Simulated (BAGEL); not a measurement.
# BeH2 (SMILES [BeH2]) at CASSCF(4,6)/6-31G (density fitting with svp-jkfit)

Aim: a geometry optimisation of BeH2. 

The results are computed with BAGEL 1.2.2.

3 further runs of the same task are left out: 2 that didn't finish, 1 set aside as unsound or not needed.

## 1. The system as given

BeH2: 3 atoms, total charge 0, spin state singlet. As SMILES, `[BeH2]`. All atoms were displaced at random from a relaxed shape. The run starts from this shape.

Bond lengths: Be1–H2 1.308 Å, Be1–H3 1.244 Å. Angles: H2–Be1–H3 179.1°.

## 2. A geometry optimisation at CASSCF(4,6)/6-31G (density fitting with svp-jkfit)

The input, input.json:

```json
{ "bagel" : [

{
  "title" : "molecule",
  "basis" : "6-31g",
  "df_basis" : "svp-jkfit",
  "angstrom" : "true",
  "geometry" : [
    { "atom" : "Be", "xyz" : [      -0.012999,      -0.015520,      -0.018234 ] },
    { "atom" : "H", "xyz" : [       0.714444,       0.955011,       0.472647 ] },
    { "atom" : "H", "xyz" : [      -0.710185,      -0.943154,      -0.467294 ] }
  ]
},

{
  "title" : "hf"
},

{
  "title" : "optimize",
  "internal" : "false",
  "maxiter" : 40,
  "maxgrad" : 3.0e-5,
  "method" : [
    {
      "title" : "casscf",
      "nstate" : 1,
      "nact" : 6,
      "nclosed" : 1,
      "nspin" : 0,
      "maxiter" : 200,
      "natocc" : "true"
    }
  ]
}

]}
```

Started as:

```console
$ BAGEL_NUM_THREADS=1 BAGEL input.json > input.out
```

The log of the run:

```text
* using 1 threads per process

  ===============================================================
  ===============================================================

  *** Geometry ***

  { "atom" : "Be", "xyz" : [     -0.024565,     -0.029329,     -0.034457 ] },
  { "atom" : "H", "xyz" : [      1.350103,      1.804709,      0.893173 ] },
  { "atom" : "H", "xyz" : [     -1.342055,     -1.782303,     -0.883058 ] },

  Number of auxiliary basis functions:       87

  Since a DF basis is specified, we compute 2- and 3-index integrals:
    o Being stored without compression. Storage requirement is 0.000 GB

  Number of basis functions:       13
  Number of electrons      :        6

    * METHOD: MOLECULE                             0.01

  *** RHF ***

  === Nuclear Repulsion ===
     3.5261679753

      * DIIS with orbital gradients will be used.

  === RHF iteration (6-31g) ===
      0        -15.73952731          0.02033808           0.00
      1        -15.75522826          0.00509543           0.00
      2        -15.75645009          0.00022732           0.00
      3        -15.75645472          0.00000588           0.00
      4        -15.75645473          0.00000108           0.00
      5        -15.75645473          0.00000021           0.00
      6        -15.75645473          0.00000002           0.00
      7        -15.75645473          0.00000001           0.00
    * SCF iteration converged.

    * Permanent dipole moment:
           (    0.020645,     0.029257,     0.028425) a.u.

    * METHOD: HF                                   0.02

    * Use approximate Hessian for optimization
  ---------------------------
      CASSCF calculation
  ---------------------------

    * nstate   :      1
    * nclosed  :      1
    * nact     :      6
    * nvirt    :      6
  === CASSCF iteration (6-31g) ===

    * Using the second-order algorithm

      0  0       -15.76343460     3.02e-03      0.00

      1  0       -15.78212276     3.12e-03      0.00

      2  0       -15.78677092     1.14e-03      0.00

      3  0       -15.78727992     3.82e-04      0.00

      4  0       -15.78728559     6.52e-05      0.00

      5  0       -15.78728565     1.31e-05      0.00

      6  0       -15.78728565     3.10e-06      0.00

      7  0       -15.78728565     7.77e-07      0.00

      8  0       -15.78728565     1.97e-07      0.00

      9  0       -15.78728565     5.04e-08      0.00

     10  0       -15.78728565     1.30e-08      0.00

     11  0       -15.78728565     3.34e-09      0.00

    * Second-order optimization converged. *

     guess   0:   closed 11....               open ......

  === FCI iteration ===

      0  0       -15.75595281     1.44e-02      0.00
      1  0       -15.78593802     2.97e-03      0.00
      2  0       -15.78719517     7.48e-04      0.00
      3  0       -15.78727734     2.50e-04      0.00
      4  0       -15.78728523     6.29e-05      0.00
      5  0       -15.78728564     9.70e-06      0.00
      6  0       -15.78728565     1.65e-06      0.00
      7  0       -15.78728565     2.82e-07      0.00
      8  0       -15.78728565     4.83e-08      0.00
      9  0       -15.78728565     9.84e-09      0.00
     10  0       -15.78728565     2.14e-09      0.00
     11  0       -15.78728565     6.96e-10      0.00
     12  0       -15.78728565     1.54e-10      0.00
     13  0 *     -15.78728565     3.29e-11      0.00

     * ci vector, state   0, <S^2> = 0.0000
       22....    -0.9885572769
       .22...     0.0679903644
       2...2.     0.0557707336
       2....2     0.0557685910
       2.2...     0.0523550058

  * Nuclear energy gradient

    o Atom   0
        x         -0.0136091132
        y         -0.0181764825
        z         -0.0093497083
    o Atom   1
        x         -0.0078648119
        y         -0.0104452441
        z         -0.0049032287
    o Atom   2
        x          0.0214739251
        y          0.0286217266
        z          0.0142529370
  * Gradient computed with                              0.01

  === Convergence status ===

                         Maximum     Tolerance   Converged?
  * Gradient            0.028622      0.000030           No
  * Displacement        0.028557      0.000040           No
  * Energy change     -15.787286      0.000001           No

  *** Geometry optimization started ***
     iter         energy               grad rms       time

      1        -15.78728565          0.01592164        0.06
      2        -15.78912008          0.01038496        0.05
      3        -15.79107739          0.00510380        0.07
      4        -15.79159548          0.00259819        0.06
      5        -15.79169317          0.00075119        0.05
      6        -15.79169923          0.00017222        0.05
      7        -15.79169959          0.00014609        0.05
      8        -15.79170141          0.00003402        0.05
      9        -15.79170148          0.00000066        0.05

  *** Geometry ***

  { "atom" : "Be", "xyz" : [     -0.015034,     -0.015816,     -0.021286 ] },
  { "atom" : "H", "xyz" : [      1.412563,      1.888016,      0.935115 ] },
  { "atom" : "H", "xyz" : [     -1.442638,     -1.919658,     -0.977685 ] },

    * METHOD: OPTIMIZE                             0.48

  ===============================================================
```

Wall time 0.82 s (1 thread of Intel Xeon 6975P-C (Granite Rapids), shared host); peak memory 0.16 GiB.

Steps, from the record of the run:

```
step  energy from the first frame kept (eV)  largest force (eV/Å)
   0                                 0.0000                1.9806
   1                                -0.0499                1.2918
   2                                -0.1032                0.6425
   3                                -0.1173                0.2858
   4                                -0.1199                0.0940
   5                                -0.1201                0.0216
   6                                -0.1201                0.0184
   7                                -0.1202                0.0037
   8                                -0.1202                0.0001
```

After the run. Bond lengths: Be1–H2 1.357 Å, Be1–H3 1.357 Å. Angles: H2–Be1–H3 180.0°.

## 3. What came out

At CASSCF(4,6)/6-31G (density fitting with svp-jkfit):

| quantity | value |
| --- | --- |
| total energy at the end | -15.79170 Eh |

What this shows: At the final geometry: Bond lengths: Be1–H2 1.357 Å, Be1–H3 1.357 Å. Angles: H2–Be1–H3 180.0°. The optimisation took 9 steps and changed the energy by -0.120 eV.
